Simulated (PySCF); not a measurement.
# C4H11B2FO: magnetic properties

Wanted: magnetic properties for C4H11B2FO (`B[C@@H](C)CCOBF`).

Computed with PySCF 2.14.0 and routines of our own; the level stands in each step. Atoms count from 0.

### 1 The system as given

19 atoms, charge 0, multiplicity 1; geometry from: GFN2-xTB.

### 2 Magnetic properties: GIAO HF/pcSseg-1

What the job is given:

```
{"job": {"kind": "mag", "xc": "HF", "basis": "pcSseg-1", "isotopologues": 2}, "charge": 0, "multiplicity": 1}
B     -0.690374     1.674725     0.018055
C     -0.804513     0.115227     0.247269
C     -2.291794    -0.281115     0.317043
C     -0.090375    -0.757331    -0.794895
C      1.420942    -0.528318    -0.799234
O      1.997413    -0.953932     0.428081
B      2.353398    -0.150335     1.407362
F      2.249178     1.180422     1.295715
H     -1.055619     2.394454     0.862297
H     -0.319764     2.118600    -0.997475
H     -0.376498    -0.132285     1.227527
H     -2.782368    -0.081065    -0.633207
H     -2.803113     0.284827     1.090938
H     -2.393696    -1.341906     0.538535
H     -0.469797    -0.531595    -1.792998
H     -0.278781    -1.814142    -0.587882
H      1.638455     0.530728    -0.967263
H      1.893694    -1.126945    -1.584761
H      2.793809    -0.590763     2.397204
```

Method: GIAO HF/pcSseg-1 magnetisability, rotational g tensor and spin-rotation constants, non-relativistic, gas phase.

Run with:

```console
$ OMP_NUM_THREADS=1 python excited_run.py task.json out
```

This one command runs all jobs of the session in turn.

Output:

```text
final grid: 149152 points
cycle   1  E = -381.4418063573  dE =  1.400e+00  |g| = 7.042e-01  |ddm| = 3.477e+00
cycle   2  E = -381.5520264064  dE = -1.102e-01  |g| = 3.522e-01  |ddm| = 6.506e-01
cycle   3  E = -381.5725546168  dE = -2.053e-02  |g| = 7.888e-02  |ddm| = 2.172e-01
cycle   4  E = -381.5743471647  dE = -1.793e-03  |g| = 1.350e-02  |ddm| = 8.794e-02
cycle   5  E = -381.5744048262  dE = -5.766e-05  |g| = 4.092e-03  |ddm| = 1.719e-02
cycle   6  E = -381.5744102088  dE = -5.383e-06  |g| = 1.413e-03  |ddm| = 4.871e-03
cycle   7  E = -381.5744109345  dE = -7.257e-07  |g| = 3.793e-04  |ddm| = 2.010e-03
cycle   8  E = -381.5744110029  dE = -6.836e-08  |g| = 1.214e-04  |ddm| = 6.212e-04
cycle   9  E = -381.5744110112  dE = -8.356e-09  |g| = 2.930e-05  |ddm| = 2.305e-04
cycle  10  E = -381.5744110119  dE = -6.171e-10  |g| = 9.341e-06  |ddm| = 5.676e-05
converged SCF energy = -381.5744110119

Magnetisability tensor (1e-30 J/T^2)
    -1391.02        0.52      -88.88
        0.52    -1083.39       10.30
      -88.88       10.30    -1177.15
isotropic -1217.19   principal values   -1423.18  -1146.47  -1081.91
isotropic susceptibility -73.301 1e-6 cm^3/mol

Inertial axes            a          b          c
rot. const./GHz      3.0116     1.3232     1.1134
chi total           -85.500    -65.737    -68.665
chi diamagnetic    -516.523  -1009.367  -1166.254
chi paramagnetic    431.022    943.630   1097.590
quadrupole/D A        1.883     -3.763      1.880
g nuclear            0.5995     0.5719     0.5615
g electronic        -0.6098    -0.5866    -0.5741
g total             -0.0103    -0.0147    -0.0126

Spin-rotation constants (kHz, H = +C I.J)
atom  isotope        aa         bb         cc
  0    11B        0.429      0.567      0.482
  6    11B        0.575      0.319      0.245
  7    19F        1.955      1.664      0.940
  8     1H       -0.300      0.111     -0.073
  9     1H       -0.307     -0.112      0.116
 10     1H       -0.203     -0.153     -0.022
 11     1H       -0.173     -0.144     -0.053
 12     1H       -0.304     -0.025     -0.091
 13     1H       -0.332     -0.058     -0.054
 14     1H       -0.202     -0.134     -0.037
 15     1H       -0.314     -0.052     -0.053
 16     1H       -0.291     -0.023     -0.043
 17     1H       -0.287      0.035     -0.095
 18     1H       -0.147     -0.133      0.002
  1    13C*       0.362      0.186      0.184
  2    13C*       0.364      0.153      0.147
  3    13C*       0.493      0.223      0.171
  4    13C*       0.555      0.299      0.191
  5    17O*      -0.242     -0.200     -0.198
* in the singly substituted isotopologue

Isotopologues: g along a, b, c
2H    at 8,9,10,11,12,1    -0.0085    -0.0128    -0.0111
10B   at 0                 -0.0105    -0.0149    -0.0127
```

Wall time 16 s (1 thread of Arm Neoverse V2, shared host); peak memory 0.83 GiB.

From this job:

```tsv
quantity	value
magnetisability	-1217·10⁻³⁰ J/T²
molar susceptibility	-73.3·10⁻⁶ cm³/mol
rotational g (a, b, c)	-0.0103, -0.0147, -0.0126
```

### 3 Magnetic properties: GIAO HCTH407/ANO-RCC-VDZP

The job, as its differences from that of step 2:

```diff
@@ -1,2 +1,2 @@
-{"job": {"kind": "mag", "xc": "HF", "basis": "pcSseg-1", "isotopologues": 2}, "charge": 0, "multiplicity": 1}
+{"job": {"kind": "mag", "xc": "HCTH407", "basis": "ANO-RCC-VDZP"}, "charge": 0, "multiplicity": 1}
 B     -0.690374     1.674725     0.018055
```

Level: GIAO HCTH407/ANO-RCC-VDZP magnetisability, rotational g tensor and spin-rotation constants, non-relativistic, gas phase.

Output:

```text
coarse grid: 15512 points
cycle   1  E = -383.7836886958  dE =  5.503e-01  |g| = 9.047e-01  |ddm| = 5.700e+00
cycle   2  E = -383.3589669478  dE =  4.247e-01  |g| = 1.709e+00  |ddm| = 2.447e+00
cycle   3  E = -383.9535764214  dE = -5.946e-01  |g| = 1.958e-01  |ddm| = 1.687e+00
cycle   4  E = -383.9607022285  dE = -7.126e-03  |g| = 9.421e-02  |ddm| = 2.532e-01
cycle   5  E = -383.9623416509  dE = -1.639e-03  |g| = 2.610e-02  |ddm| = 9.014e-02
cycle   6  E = -383.9624606557  dE = -1.190e-04  |g| = 9.061e-03  |ddm| = 2.755e-02
cycle   7  E = -383.9624791560  dE = -1.850e-05  |g| = 2.093e-03  |ddm| = 1.024e-02
cycle   8  E = -383.9624801844  dE = -1.028e-06  |g| = 4.484e-04  |ddm| = 2.442e-03
final grid: 149152 points
cycle   9  E = -383.9550739576  dE = -1.026e-04  |g| = 1.871e-02  |ddm| = 9.049e-02
cycle  10  E = -383.9548745788  dE =  1.994e-04  |g| = 3.795e-02  |ddm| = 3.997e-02
cycle  11  E = -383.9551372623  dE = -2.627e-04  |g| = 3.511e-03  |ddm| = 2.791e-02
cycle  12  E = -383.9551400829  dE = -2.821e-06  |g| = 8.754e-04  |ddm| = 4.327e-03
cycle  13  E = -383.9551402313  dE = -1.484e-07  |g| = 1.720e-04  |ddm| = 7.480e-04
cycle  14  E = -383.9551402375  dE = -6.122e-09  |g| = 5.492e-05  |ddm| = 2.024e-04
cycle  15  E = -383.9551402381  dE = -6.462e-10  |g| = 1.568e-05  |ddm| = 6.958e-05
converged SCF energy = -383.9551402381

Magnetisability tensor (1e-30 J/T^2)
    -1324.21        0.51      -85.54
        0.51    -1023.23        9.08
      -85.54        9.08    -1105.27
isotropic -1150.90   principal values   -1353.70  -1077.12  -1021.88
isotropic susceptibility -69.309 1e-6 cm^3/mol

Inertial axes            a          b          c
rot. const./GHz      3.0116     1.3232     1.1134
chi total           -81.368    -62.021    -64.538
chi diamagnetic    -514.336  -1007.938  -1164.272
chi paramagnetic    432.968    945.917   1099.735
quadrupole/D A        1.338     -3.020      1.682
g nuclear            0.5995     0.5719     0.5615
g electronic        -0.6126    -0.5880    -0.5752
g total             -0.0131    -0.0162    -0.0137

Spin-rotation constants (kHz, H = +C I.J)
atom  isotope        aa         bb         cc
  0    11B        0.486      0.610      0.519
  6    11B        0.637      0.336      0.269
  7    19F        2.275      2.124      1.128
  8     1H       -0.300      0.129     -0.065
  9     1H       -0.307     -0.103      0.133
 10     1H       -0.184     -0.141     -0.011
 11     1H       -0.162     -0.144     -0.048
 12     1H       -0.296     -0.018     -0.088
 13     1H       -0.327     -0.053     -0.051
 14     1H       -0.192     -0.130     -0.028
 15     1H       -0.306     -0.048     -0.048
 16     1H       -0.277     -0.009     -0.035
 17     1H       -0.285      0.046     -0.090
 18     1H       -0.134     -0.123      0.008
  1    13C*       0.440      0.215      0.220
  2    13C*       0.391      0.171      0.164
  3    13C*       0.560      0.244      0.196
  4    13C*       0.610      0.336      0.214
  5    17O*      -0.329     -0.258     -0.231
* in the singly substituted isotopologue
```

It took 2.1 min on 1 thread of Arm Neoverse V2, shared host; peak memory 0.65 GiB.

From this job:

```tsv
quantity	value
magnetisability	-1151·10⁻³⁰ J/T²
molar susceptibility	-69.3·10⁻⁶ cm³/mol
rotational g (a, b, c)	-0.0131, -0.0162, -0.0137
```

### 4 The levels compared

```tsv
level	ξ (10⁻³⁰ J/T²)	g(a)	g(b)	gap (eV)	functions	time
GIAO HF/pcSseg-1	-1217	-0.0103	-0.0147	14.29	191	16 s
GIAO HCTH407/ANO-RCC-VDZP	-1151	-0.0131	-0.0162	5.07	167	2.1 min
```

### 5 Summary of results

| quantity | value |
| --- | --- |
| magnetisability (step 2, GIAO HF/pcSseg-1) | -1217·10⁻³⁰ J/T² |
| molar susceptibility (step 2, GIAO HF/pcSseg-1) | -73.3·10⁻⁶ cm³/mol |
| rotational g (a, b, c) (step 2, GIAO HF/pcSseg-1) | -0.0103, -0.0147, -0.0126 |
| magnetisability over the levels | -1217 to -1151·10⁻³⁰ J/T² |

The magnetisability spreads by 5.6 % over 2 levels, from GIAO HF/pcSseg-1 (16 s) to GIAO HCTH407/ANO-RCC-VDZP (2.1 min); the runs took 16 s to 2.1 min. Two levels can agree by chance, so this spread shows no convergence. Vibrational averaging and real surroundings are missing from these values.
